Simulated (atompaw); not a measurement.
# A PAW (atompaw) potential for zirconium, from input to tests

Do these settings give a usable potential? It is generated, then checked for scattering, ghosts and hardness.

Program: atompaw 4.2.0.5. Reference atom: PBEsol, scalar-relativistic, spherical and spin-unpolarised. All values are calculated.

## 1. The atom and the settings

Typed settings, in words:

```json
{
  "element": "zirconium (Zr, Z = 40)",
  "type": "PAW",
  "frozen core": "[Ar] 3d10",
  "valence charge": "12",
  "reference configuration": "4s2 4p6 4d2 5s2 5p0",
  "partial waves": "4s (bound): rc 1.90 bohr; 5s (bound): rc 1.80 bohr; 4p (bound): rc 1.45 bohr; 5p (bound, empty): rc 1.90 bohr; 4d (bound): rc 1.90 bohr; 4d channel at 0.15 Ry: rc 1.90 bohr",
  "local potential": "vpsmatchnc scheme with l = 3 at 0.5 Ry, radius 1.60 bohr",
  "core correction": "smooth core density matched at 1.00 bohr",
  "augmentation charge": "besselshape compensation charge, radius 1.35 bohr; PAW radius 1.90 bohr; waves and projectors: custom polynom2 7 10 vanderbiltortho"
}
```

## 2. Generation

Zr.input reads:

```
Zr 40
GGA-PBESOL scalarrelativistic loggrid 1500 logderivrange -6 5 276
5 5 4 0 0 0
5 1 0
4 2 2
0 0 0
c
c
c
v
v
c
c
v
v
c
v
2
1.90 1.35 1.60 1.00
n
n
y
0.15
n
custom polynom2 7 10 vanderbiltortho besselshape
3 0.5 vpsmatchnc
1.90
1.80
1.45
1.90
1.90
1.90
PWSCFOUT
UPFDX 0.0125d0 UPFXMIN -7.d0 UPFZMESH 40.d0
END
```

The run is started by

```bash
atompaw < Zr.input > Zr.log
```

What does the calculation give? Wanted: cutoffs for 10 and 1 mRy, occupied levels; bound ghosts; largest phase difference near zero energy, channels read; lowest eigenvalue of the overlap; share of valence orbitals outside the PAW sphere; UPF file.

**Answer**, as computed:

| quantity | value |
| --- | --- |
| cutoffs for 10 and 1 mRy, occupied levels | 25 Ry and 50 Ry |
| bound ghosts | s at -705.89 eV |
| largest phase difference near zero energy, channels read | 0.001 rad |
| lowest eigenvalue of the overlap (Bessel basis) | 0.015 (s) |
| share of valence orbitals outside the PAW sphere | 4s 6 %, 5s 95 %, 4p 14 %, 5p 97 %, 4d 56 % |
| UPF file | written |

In words: It has a bound ghost (s), a state that the atom doesn't have, and that rules the file out. It counts as soft on the atom, with 25 Ry needed at the looser tolerance. Near zero energy the phases of the channels with partial waves agree within 0.001 rad. All of this concerns the isolated atom, not yet a solid.
